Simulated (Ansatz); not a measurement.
**Two structures of Ti: comparison of enthalpies under pressure**

The task here is to estimate one member of a computed series from the others.

All numbers are computed with the Python package of Ansatz 0.2.0. Level of theory: DFT r2SCAN, plane waves, PAW.

## Starting point

Ti Fm-3m: It takes space group Fm-3m (No. 225, cubic). The conventional cell has a = 4.130 Å, b = 4.130 Å, c = 4.130 Å, α = 90.00°, β = 90.00°, γ = 90.00°. Around Ti (site symmetry m-3m) lie 12 Ti at 2.92 Å.

Ti Pm-3m: The structure is cubic, space group Pm-3m (No. 221). The conventional cell has a = 2.690 Å, b = 2.690 Å, c = 2.690 Å, α = 90.00°, β = 90.00°, γ = 90.00°. Ti (site symmetry m-3m) is surrounded by 6 Ti at 2.69 Å.

The script holds or builds the structure itself.

The first run:

transition_ti.py

```python
import warnings

import ansatz as az
import numpy as np

MAX_SCF = 150
KSPACING = 0.39
FILLING = "cold"
SMEARING_WIDTH = 0.05


def fcc(a_site, a):
    return (
        az.Lattice.fcc(a)
        .space_group(225)
        .atom(a_site, (0, 0, 0))
        .primitive()
    )


def sc(first, a):
    return (
        az.Lattice.cubic(a)
        .space_group(221)
        .atom(first, (0, 0, 0))
    )


def ground_state(name, crystal, pressure=0.0):
    calc = (
        crystal.calculation()
        .scf(max_iterations=MAX_SCF, lower_state_search="standard")
        .mixing("msr1")
        .functional(az.Functional.R2SCAN)
        .basis(21 * az.Ha)
        .eigensolver("davidson", mixed_precision=False)
        .kpoints(spacing=KSPACING)
        .occupations(FILLING, width=SMEARING_WIDTH)
    )
    calc = calc.relax(force_tolerance=0.01, max_steps=40, cell=True, pressure=pressure)
    return calc.run(threads=1)


def volume_per_atom(outcome):
    return abs(np.linalg.det(outcome.lattice.cell_ang)) / len(outcome.lattice.sites)

warnings.simplefilter("ignore", az.DeckWarning)

phases = {}
phases["fcc"] = fcc("Ti", 4.13)
phases["sc"] = sc("Ti", 2.69)

pressures = [0, 20, 40, 60]
enthalpy, volume = {name: [] for name in phases}, {name: [] for name in phases}
for p in pressures:
    for name, crystal in phases.items():
        o = ground_state(name, crystal, pressure=p)
        volume[name].append(volume_per_atom(o))
        enthalpy[name].append(o.report["energy_sigma0_ev"] / len(o.lattice.sites) + p * volume[name][-1] / 160.21766)
gap = np.array(enthalpy["sc"]) - np.array(enthalpy["fcc"])
rows = [(p, va, vb, 1000 * d) for p, va, vb, d in zip(pressures, volume["fcc"], volume["sc"], gap)]
print("| P (GPa) | V fcc (A^3/atom) | V sc (A^3/atom) | H(sc) - H(fcc) (meV/atom) |")
print("| --- | --- | --- | --- |")
for row in rows:
    print(f"| {row[0]:d} | {row[1]:.3f} | {row[2]:.3f} | {row[3]:+.1f} |")
crossings = [p0 - g0 * (p1 - p0) / (g1 - g0) for p0, p1, g0, g1 in zip(pressures, pressures[1:], gap, gap[1:]) if g0 * g1 < 0]
print("crossing near", [round(float(p), 1) for p in crossings], "GPa") if crossings else print("no crossing in this range")
```

On the command line:

```bash
> python transition_ti.py
```

Steps of the session up to this table: Running it.

One of the session's tables, all rows but one given; the rest of the session is left out.

Enthalpy H = E + pV of the second structure less the first:

| pressure (GPa) | ΔH (meV/atom) |
| --- | --- |
| 0 | 878.4 |
| 20 | ? |
| 40 | 861.4 |
| 60 | 809.9 |

Estimate the missing values for pressure (GPa) = 20.

Worked estimate for «ΔH (meV/atom)». A straight line through the neighbours (0, 878.4) and (40, 861.4) gives 878.4 + (861.4 − 878.4) × (20 − 0) / (40 − 0) = 869.9; a parabola fitted to 3 rows on both sides gives 884.2.

The run gave: ΔH (meV/atom): 896.5. In «ΔH (meV/atom)» the line misses by -26.6 and the parabola by -12.3. The values bend between the rows more than so simple an estimate can follow.

To keep in mind: What to keep in mind:
- At a fixed pressure a relaxation lowers the enthalpy F + PV, while F alone can rise.
- For the metals among these cells the mesh is coarse, so their volumes and pressures are rough.
- Only these two structures are compared, at zero temperature and with their symmetry kept; either may be hypothetical, and another phase may be lower than both. Warnings in the runs' records: end state compared.
